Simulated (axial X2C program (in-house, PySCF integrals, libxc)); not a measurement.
**A two-component session on AsH: properties at the nuclei**

Wanted for AsH: properties at the nuclei, at the two-component level.

The runs use an in-house X2C program for linear molecules on PySCF integrals; two-component X2C with atomic mean-field terms, As dyall-cv3z, H dyall-v3z.

All values are calculated.

## Step 1: The job

task.json

```json
{
 "zs": [
  33,
  1
 ],
 "q": 0,
 "bas": [
  "dyall-cv3z",
  "dyall-v3z"
 ],
 "r0": 1.53,
 "levels": [
  "PBE0",
  "HF",
  "PBE",
  "PBE50",
  "LDA"
 ],
 "nst": 3
}
```

Keys: zs atomic numbers; q charge; bas basis sets; r0 starting distance in Å; levels methods (HF also brings MP2); nst determinants followed.

The run is started by

```sh
> python soeom.py task.json out
```

After this run come: Expectation values, lowest determinant; Expectation values, a higher determinant; Expectation values, a higher determinant.

Q: Predict the outcome of this session. Wanted: lowest determinant; Eeff magnitude; Ws magnitude As; A∥/gI As; qzz As; higher determinant; qzz H; μ (for each run or level that gives them).

The runs gave:

| quantity | value |
| --- | --- |
| lowest determinant | Ω = 1 (excess of +ω over −ω: ω = -1/2, ω = 3/2) |
| Eeff magnitude (GV/cm), PBE0 | 0.336 |
| Ws magnitude As (kHz), PBE0 | 0.134 |
| A∥/gI As (MHz), PBE0 | -465 |
| qzz As (a.u.), PBE0 | -1.48 |
| higher determinant | Ω = 0 (closed shell) |
| qzz As (a.u.), PBE0, higher determinant | -1.51 |
| qzz H (a.u.), PBE0, higher determinant | 0.14 |
| μ (D), PBE0, higher determinant | 0.17 |
| higher determinant | Ω = 2 (excess of +ω over −ω: ω = 1/2, ω = 3/2) |
| Eeff magnitude (GV/cm), PBE0, higher determinant | 0.273 |
| Ws magnitude As (kHz), PBE0, higher determinant | 0.0574 |
| A∥/gI As (MHz), PBE0, higher determinant | 759 |
| qzz As (a.u.), PBE0, higher determinant | -1.71 |

In the first state, the effective field runs from 0.0874 to 0.782 GV/cm over the mean-field levels, so the levels don't agree on it. The expectation values come from single determinants, which for open shells can mix terms of unlike spin or miss the lowest Ω, so a determinant need not be a state. Eeff is the effective electric field on the electron dipole moment in this Ω state and Ws the scalar–pseudoscalar constant (defined with the proton number Z and per Ω); A∥ is the parallel hyperfine constant, which follows by multiplying with the nuclear g factor gI = μI/(I μN); qzz is the electric field gradient, eQq0 = 234.96 MHz × Q/barn × qzz; μ is positive if H is the positive end. The operators were transformed with the bare-nucleus X2C matrices.
